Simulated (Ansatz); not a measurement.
BiTe:

```
Bi Te
1.0
     2.42271    1.39875    3.31729
    -2.42271    1.39875    3.31729
     0.00000   -2.79750    3.31729
Bi Te
1 1
Direct
  0.50000 0.50000 0.50000
  0.00000 0.00000 0.00000
```

The cell comes from a database or a generator and needn't be the stable form of this composition.

Base run:

* Program: Ansatz 0.2.0
* Functional: PBEsol
* Potentials or basis: all-electron LAPW, non-relativistic
* Cutoff: 173 eV (chosen from the basis error)
* Basis error allowed: 0.001 eV/atom
* k mesh: 7 × 7 × 7
* Occupations: fermi-dirac, width 0.05 eV
* Spin: no spin polarisation

Its results: pressure -1.0 GPa.

Question: The run is repeated on the same cell with these changes: potentials or basis from all-electron LAPW, non-relativistic to all-electron LAPW, inner shells corrected to Dirac's equation. What comes out?

Answer: Pressure -2.3 GPa.

Caveats: relativity is left out, which matters for the heavier elements (some runs).
